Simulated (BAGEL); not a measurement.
# triplet C3H12AlN at 3 levels

Wanted: a comparison of 3 runs (UHF/3-21G, ROHF/6-31G*, UHF/6-31G*) of triplet C3H12AlN. 

Program for the calculation: BAGEL 1.2.2.

2 further runs of the same task are left out: 2 set aside as unsound or not needed.

**1. Starting point**

The species is C3H12AlN (17 atoms), meant as a triplet with charge 0. SMILES of the parent species: `C[N+](C)(C)[AlH3-]`. The coordinates come from a PBE0-D4/def2-TZVP relaxation. That shape belongs to the parent species and isn't relaxed for this state.

Bond lengths: C1–N2 1.467 Å, N2–C3 1.467 Å, N2–C4 1.467 Å, N2–Al5 2.053 Å, C1–H6 1.090 Å, C1–H7 1.096 Å, C1–H8 1.090 Å, C3–H9 1.090 Å, C3–H10 1.090 Å, C3–H11 1.096 Å, C4–H12 1.090 Å, C4–H13 1.096 Å, C4–H14 1.090 Å, Al5–H15 1.606 Å, Al5–H16 1.606 Å, Al5–H17 1.606 Å. Some angles: C1–N2–C3 110.1°, C1–N2–C4 110.1°, C1–N2–Al5 108.8°, C3–N2–C4 110.1°, C3–N2–Al5 108.8°, C4–N2–Al5 108.8°, N2–C1–H6 109.2°, N2–C1–H7 110.6°, N2–C1–H8 109.2°, N2–C3–H9 109.2°.

**2. The energy at UHF/3-21G (density fitting with cc-pvqz-jkfit) (run 1)**

hf.json

```json
{ "bagel": [

{
  "title": "molecule",
  "basis": "3-21g",
  "df_basis": "cc-pvqz-jkfit",
  "angstrom": true,
  "geometry": [
    { "atom": "C", "xyz": [      -0.410030,       0.333490,      -1.422360 ] },
    { "atom": "N", "xyz": [       0.091540,      -0.040900,      -0.095470 ] },
    { "atom": "C", "xyz": [       1.374430,       0.621560,       0.164800 ] },
    { "atom": "C", "xyz": [       0.248370,      -1.496930,      -0.007280 ] },
    { "atom": "Al", "xyz": [      -1.266110,       0.565730,       1.320390 ] },
    { "atom": "H", "xyz": [      -0.544290,       1.414480,      -1.463590 ] },
    { "atom": "H", "xyz": [       0.293440,       0.022320,      -2.203250 ] },
    { "atom": "H", "xyz": [      -1.374660,      -0.145770,      -1.589950 ] },
    { "atom": "H", "xyz": [       1.721230,       0.353090,       1.162760 ] },
    { "atom": "H", "xyz": [       1.236220,       1.701960,       0.121050 ] },
    { "atom": "H", "xyz": [       2.123090,       0.318450,      -0.576240 ] },
    { "atom": "H", "xyz": [       0.596680,      -1.760740,       0.991400 ] },
    { "atom": "H", "xyz": [       0.969260,      -1.853650,      -0.751970 ] },
    { "atom": "H", "xyz": [      -0.717070,      -1.973220,      -0.178530 ] },
    { "atom": "H", "xyz": [      -1.270920,       2.146180,       1.036030 ] },
    { "atom": "H", "xyz": [      -2.552060,      -0.268800,       0.842230 ] },
    { "atom": "H", "xyz": [      -0.519120,       0.062750,       2.649950 ] }
  ]
},

{
  "title": "uhf",
  "nopen": 2
},

{
  "title": "print",
  "file": "orbitals.molden",
  "orbitals": true
}

]}
```

Run with:

```
$ BAGEL_NUM_THREADS=1 BAGEL hf.json > hf.out
```

Output:

```text
* using 1 threads per process

  ===============================================================
  ===============================================================

  *** Geometry ***

  { "atom" : "C", "xyz" : [     -0.774844,      0.630205,     -2.687871 ] },
  { "atom" : "N", "xyz" : [      0.172986,     -0.077290,     -0.180412 ] },
  { "atom" : "C", "xyz" : [      2.597296,      1.174578,      0.311427 ] },
[... 13 lines of this table left out ...]
  { "atom" : "H", "xyz" : [     -0.980995,      0.118580,      5.007680 ] },

  Number of auxiliary basis functions:     1184

  Since a DF basis is specified, we compute 2- and 3-index integrals:
    o Being stored without compression. Storage requirement is 0.050 GB

  Number of basis functions:       73
  Number of electrons      :       50

    * METHOD: MOLECULE                             0.92

  *** Open-shell HF ***

  === Nuclear Repulsion ===
   253.5002348810

      * DIIS with orbital gradients will be used.

  === UHF iteration (3-21g) ===
      0       -414.26280091          0.02570167           0.26
      1       -414.37051708          0.00886636           0.25
      2       -414.38845188          0.00469669           0.26
[... 33 lines of this table left out ...]
     36       -414.39856924          0.00000001           0.25
    * SCF iteration converged.

    * S^2 (UHF) is 2.0080

    * Permanent dipole moment:
           (   -2.907858,     1.413643,     1.606583) a.u.

    * METHOD: UHF                                  9.52

    * METHOD: PRINT                                0.01

  ===============================================================
```

Run time: 11 s. Hardware: 1 thread of AMD EPYC 9R45 (Zen 5), shared host; peak memory 0.24 GiB.

**3. A single-point energy at ROHF/6-31G(d) (density fitting with cc-pvqz-jkfit, spherical functions) (run 2)**

job.json

```json
{ "bagel": [

{
  "title": "molecule",
  "basis": "6-31gs.json",
  "df_basis": "cc-pvqz-jkfit",
  "angstrom": "true",
  "geometry": [
    { "atom": "C", "xyz": [   -0.410030,    0.333490,   -1.422360 ] },
    { "atom": "N", "xyz": [    0.091540,   -0.040900,   -0.095470 ] },
    { "atom": "C", "xyz": [    1.374430,    0.621560,    0.164800 ] },
    { "atom": "C", "xyz": [    0.248370,   -1.496930,   -0.007280 ] },
    { "atom": "Al", "xyz": [   -1.266110,    0.565730,    1.320390 ] },
    { "atom": "H", "xyz": [   -0.544290,    1.414480,   -1.463590 ] },
    { "atom": "H", "xyz": [    0.293440,    0.022320,   -2.203250 ] },
    { "atom": "H", "xyz": [   -1.374660,   -0.145770,   -1.589950 ] },
    { "atom": "H", "xyz": [    1.721230,    0.353090,    1.162760 ] },
    { "atom": "H", "xyz": [    1.236220,    1.701960,    0.121050 ] },
    { "atom": "H", "xyz": [    2.123090,    0.318450,   -0.576240 ] },
    { "atom": "H", "xyz": [    0.596680,   -1.760740,    0.991400 ] },
    { "atom": "H", "xyz": [    0.969260,   -1.853650,   -0.751970 ] },
    { "atom": "H", "xyz": [   -0.717070,   -1.973220,   -0.178530 ] },
    { "atom": "H", "xyz": [   -1.270920,    2.146180,    1.036030 ] },
    { "atom": "H", "xyz": [   -2.552060,   -0.268800,    0.842230 ] },
    { "atom": "H", "xyz": [   -0.519120,    0.062750,    2.649950 ] }
  ]
},
{ "title": "rohf", "nopen": 2 },
{ "title": "print", "file": "orbitals.molden", "orbitals": "true" }

]}
```

The basis set 6-31G* is read from a file made from the Basis Set Exchange's data (not shown).

Run with:

```
$ BAGEL_NUM_THREADS=1 BAGEL job.json > job.out
```

Output:

```text
* using 1 threads per process

  ===============================================================
  ===============================================================

  *** Geometry ***

  { "atom" : "C", "xyz" : [     -0.774844,      0.630205,     -2.687871 ] },
  { "atom" : "N", "xyz" : [      0.172986,     -0.077290,     -0.180412 ] },
  { "atom" : "C", "xyz" : [      2.597296,      1.174578,      0.311427 ] },
[... 13 lines of this table left out ...]
  { "atom" : "H", "xyz" : [     -0.980995,      0.118580,      5.007680 ] },

  Number of auxiliary basis functions:     1184

  Since a DF basis is specified, we compute 2- and 3-index integrals:
    o Being stored without compression. Storage requirement is 0.091 GB

  Number of basis functions:       98
  Number of electrons      :       50

    * METHOD: MOLECULE                             1.10

  *** Open-shell HF ***

  === Nuclear Repulsion ===
   253.5002348810

      * DIIS with orbital gradients will be used.

  === ROHF iteration (6-31gs.json) ===
      0       -416.43401263          0.02857411           0.38
      1       -416.59901300          0.01618434           0.36
      2       -416.64030814          0.01005962           0.36
[... 17 lines of this table left out ...]
     20       -416.67119602          0.00000001           0.35
    * SCF iteration converged.

    * S^2 (ROHF) is 2.0000

    * Permanent dipole moment:
           (   -3.012765,     1.470839,     1.587182) a.u.

    * METHOD: ROHF                                 7.89

    * METHOD: PRINT                                0.01

  ===============================================================
```

Run time: 9.3 s. Hardware: 1 thread of AMD EPYC 9R45 (Zen 5), shared host; peak memory 0.32 GiB.

**4. A single-point energy at UHF/6-31G(d) (density fitting with cc-pvqz-jkfit, spherical functions) (run 3)**

input.json

```json
{ "bagel" : [

{
  "title" : "molecule",
  "basis" : "6-31gs.json",
  "df_basis" : "cc-pvqz-jkfit",
  "angstrom" : true,
  "geometry" : [
    { "atom" : "C", "xyz" : [   -0.410030,    0.333490,   -1.422360 ] },
    { "atom" : "N", "xyz" : [    0.091540,   -0.040900,   -0.095470 ] },
    { "atom" : "C", "xyz" : [    1.374430,    0.621560,    0.164800 ] },
    { "atom" : "C", "xyz" : [    0.248370,   -1.496930,   -0.007280 ] },
    { "atom" : "Al", "xyz" : [   -1.266110,    0.565730,    1.320390 ] },
    { "atom" : "H", "xyz" : [   -0.544290,    1.414480,   -1.463590 ] },
    { "atom" : "H", "xyz" : [    0.293440,    0.022320,   -2.203250 ] },
    { "atom" : "H", "xyz" : [   -1.374660,   -0.145770,   -1.589950 ] },
    { "atom" : "H", "xyz" : [    1.721230,    0.353090,    1.162760 ] },
    { "atom" : "H", "xyz" : [    1.236220,    1.701960,    0.121050 ] },
    { "atom" : "H", "xyz" : [    2.123090,    0.318450,   -0.576240 ] },
    { "atom" : "H", "xyz" : [    0.596680,   -1.760740,    0.991400 ] },
    { "atom" : "H", "xyz" : [    0.969260,   -1.853650,   -0.751970 ] },
    { "atom" : "H", "xyz" : [   -0.717070,   -1.973220,   -0.178530 ] },
    { "atom" : "H", "xyz" : [   -1.270920,    2.146180,    1.036030 ] },
    { "atom" : "H", "xyz" : [   -2.552060,   -0.268800,    0.842230 ] },
    { "atom" : "H", "xyz" : [   -0.519120,    0.062750,    2.649950 ] }
  ]
},
{ "title" : "uhf", "nopen" : 2 },
{ "title" : "print", "file" : "orbitals.molden", "orbitals" : true }

]}
```

The basis set 6-31G* is read from a file made from the Basis Set Exchange's data (not shown).

Run with:

```
$ BAGEL_NUM_THREADS=1 BAGEL input.json > input.out
```

Output:

```text
* using 1 threads per process

  ===============================================================
  ===============================================================

  *** Geometry ***

  { "atom" : "C", "xyz" : [     -0.774844,      0.630205,     -2.687871 ] },
  { "atom" : "N", "xyz" : [      0.172986,     -0.077290,     -0.180412 ] },
  { "atom" : "C", "xyz" : [      2.597296,      1.174578,      0.311427 ] },
[... 13 lines of this table left out ...]
  { "atom" : "H", "xyz" : [     -0.980995,      0.118580,      5.007680 ] },

  Number of auxiliary basis functions:     1184

  Since a DF basis is specified, we compute 2- and 3-index integrals:
    o Being stored without compression. Storage requirement is 0.091 GB

  Number of basis functions:       98
  Number of electrons      :       50

    * METHOD: MOLECULE                             1.10

  *** Open-shell HF ***

  === Nuclear Repulsion ===
   253.5002348810

      * DIIS with orbital gradients will be used.

  === UHF iteration (6-31gs.json) ===
      0       -416.43401263          0.02857411           0.38
      1       -416.60441237          0.01612067           0.37
      2       -416.64583210          0.00999199           0.37
[... 30 lines of this table left out ...]
     33       -416.67261048          0.00000001           0.36
    * SCF iteration converged.

    * S^2 (UHF) is 2.0068

    * Permanent dipole moment:
           (   -2.980455,     1.450154,     1.631459) a.u.

    * METHOD: UHF                                 13.30

    * METHOD: PRINT                                0.01

  ===============================================================
```

Run time: 15 s. Hardware: 1 thread of AMD EPYC 9R45 (Zen 5), shared host; peak memory 0.32 GiB.

**5. The series**

```csv
run,level,energy (Eh),dipole moment (D),⟨S²⟩,wall time
1,UHF/3-21G (density fitting with cc-pvqz-jkfit),-414.398569,9.18,2.008,11 s
2,"ROHF/6-31G* (density fitting with cc-pvqz-jkfit, spherical functions)",-416.671196,9.43,2.000,9.3 s
3,"UHF/6-31G* (density fitting with cc-pvqz-jkfit, spherical functions)",-416.672610,9.39,2.007,15 s
```

**6. What came out**

| quantity | value |
| --- | --- |
| run 3: total energy | -416.67261 Eh |
| run 3: dipole moment | 9.39 D |
| run 3: ⟨S²⟩ | 2.007 |

The dipole moment (its size) runs from 9.18 D (UHF/3-21G) to 9.43 D (ROHF/6-31G*). The two ends differ in method and basis. All runs together took 35 s, the longest 15 s.
